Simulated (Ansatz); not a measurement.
# Sn3GeTe4: the cost of one run

Computed with Ansatz 0.2.0 (DFT r2SCAN, scalar-relativistic, plane waves, PAW).

**1. The starting structure**

Symmetry: R3m, No. 160, trigonal system. The conventional cell has a = 8.938 Å, b = 8.938 Å, c = 11.246 Å, α = 90.00°, β = 90.00°, γ = 120.00°. Around Sn (site symmetry m) lie 6 Te at 3.09 to 3.29 Å. Around Ge (site symmetry 3m) lie 3 Te at 2.86 Å. Te (site symmetry m) is surrounded by 1 Ge at 2.86 Å and 4 Sn at 3.11 to 3.28 Å. Around Te (site symmetry 3m) lie 6 Sn at 3.09 to 3.29 Å.

Structure file:

```
CELL_PARAMETERS angstrom
4.46918 2.58028 3.74867
-4.46918 2.58028 3.74867
0.00000 -5.16057 3.74867
ATOMIC_POSITIONS crystal
Sn 0.50418 0.00473 0.00473
Sn 0.00473 0.50418 0.00473
Sn 0.00473 0.00473 0.50418
Ge 0.48203 0.48203 0.48203
Te 0.03487 0.51703 0.51703
Te 0.51703 0.03487 0.51703
Te 0.51702 0.51702 0.03487
Te 0.01940 0.01940 0.01940
```

The cell was relaxed beforehand at this level, from a generated guess; it needn't be the stable form of this composition. At a tolerance of 0.02 Å it has space group R3m (No. 160); it has 32.42 Å³/atom, an uncorrected energy of -0.23 eV/atom over the elements and, on its mesh, gap 0.22 eV.

**2. Level of theory: r2SCAN**

input.yaml

```yaml
crystal:
  lattice:
    - [4.469180796, 2.580282719, 3.7486669115]
    - [-4.469180796, 2.580282719, 3.7486669115]
    - [0.0, -5.1605654879, 3.7486668771]
  atoms:
    - { symbol: Sn, position: [0.504176, 0.004732, 0.004732] }
    - { symbol: Sn, position: [0.004732, 0.504176, 0.004732] }
    - { symbol: Sn, position: [0.004732, 0.004732, 0.504176] }
    - { symbol: Ge, position: [0.482033, 0.482033, 0.482033] }
    - { symbol: Te, position: [0.034873, 0.517025, 0.517025] }
    - { symbol: Te, position: [0.517025, 0.034873, 0.517025] }
    - { symbol: Te, position: [0.517025, 0.517025, 0.034873] }
    - { symbol: Te, position: [0.019404, 0.019404, 0.019404] }
basis:
  ecutwfc: 500
kpoints:
  mp_grid: { grid: [6, 6, 6] }
  band_path:
    path:
      - [[0.0, 0.0, 0.0], [0.5, 0.5, 0.5], [0.51747697, 0.48252303, 0.5]]
      - [[0.5, -0.48252303, 0.48252303], [0.5, 0.0, 0.0], [0.0, 0.0, 0.0], [0.49126152, -0.49126152, 0.0]]
      - [[0.50873848, 0.0, 0.49126152], [0.5, 0.0, 0.5], [0.0, 0.0, 0.0]]
    npoints: 14
hamiltonian:
  xc: r2scan
scf:
  occupations: { method: gaussian, width: 0.01 }
  n_extra_bands: 20
output:
  forces: true
  stress: true
  eigenvalues: true
  populations: true
  dos: { projected: true, de: 0.02, nscf_kmesh: { grid: [8, 8, 8] } }
  bader: true
  write_density: true
  write_potential: true
  elf: true
  volumetric_format: npy
```

Started as:

```console
> ansatz run input.yaml --threads 4 --pin off --max-ram 8192MiB --backend cpu --events-out ev --progress --plain --runs-dir out
```

**Question.** How long does this run take on 4 threads of AMD EPYC 9R45 (Zen 5), shared host, and how much memory does it need?

About 64 s, with a peak of 2.4 GiB.
